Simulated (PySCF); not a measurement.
# CdH: bond curves at several levels of theory

What are the lowest state that PBE0 finds, the bond length, vibrational wavenumber and bond energy of CdH, and how much do these hang on the method?

Method: Cd def2-SVPD with ECP28, H def2-SVPD, scalar-relativistic core potentials; program: PySCF 2.14.0.

### 1 Set-up

A driver script around PySCF takes these settings:

```
atoms                         : Cd, H
charge                        : 0
basis                         : Cd def2-SVPD with ECP28, H def2-SVPD
Hamiltonian                   : scalar-relativistic core potentials
basis functions               : 42
electrons treated             : 21
masses in u                   : 113.9034, 1.0078
levels                        : PBE0, PBE, r²SCAN, PBEsol, LDA, MN15, HF, MP2, SCS-MP2, CCSD, CCSD(T)
grid                          : 80 radial by 434 angular points
occupations                   : held fixed by the projection of orbital angular momentum
dissociation limit            : Cd + H, each in its ground configuration
starting distance in angstrom : 1.720
values of 2S to try           : 1, 3
```

Run with:

```sh
$ OMP_NUM_THREADS=1 python dia.py task.json out
```

Further steps of the session: PBE0 along the bond; Higher solutions at PBE0; PBE; r²SCAN (meta-GGA); PBEsol (GGA); LDA (local density); MN15; UHF; Correlated methods on the Hartree–Fock reference.

Q: Predict the outcome of this session. Wanted: for each run, Re; ωe; De; μ.

As calculated:

Lowest PBE0 solution found, without spin–orbit coupling: ²Σ⁺ (doublet), unpaired electrons σ ↑. The other levels ran on it alone.

| level | Re (Å) | ωe (cm⁻¹) | De (eV) | μ (D) |
| --- | --- | --- | --- | --- |
| UHF | 1.787 | 1476 | 0.60 | -0.99 |
| UHF-MP2 | 1.729 | 1539 | 0.65 | n/a |
| UHF-SCS-MP2 | 1.740 | 1532 | 0.67 | n/a |
| UHF-CCSD | 1.760 | 1449 | 0.80 | n/a |
| UHF-CCSD(T) | 1.760 | 1438 | 0.79 | n/a |
| LDA | 1.765 | 1388 | 1.03 | -0.43 |
| PBE | 1.792 | 1324 | 0.74 | -0.60 |
| PBEsol | 1.773 | 1376 | 0.87 | -0.52 |
| r²SCAN | 1.769 | 1399 | 0.96 | -0.67 |
| PBE0 | 1.774 | 1414 | 0.80 | -0.70 |
| MN15 | 1.764 | 1436 | 0.74 | -0.60 |

De is counted to Cd + H in their ground configurations. A positive dipole means Cd(−)H(+).

What this shows: The methods spread over 0.063 Å in bond length, from UHF-MP2 to PBE. CCSD(T) can't serve as the judge here: for a weak bond in this basis it is far from its limit. Among the levels with a De in the table, it runs from 0.60 eV (UHF) to 1.03 eV (LDA).

Spin–orbit coupling is left out.
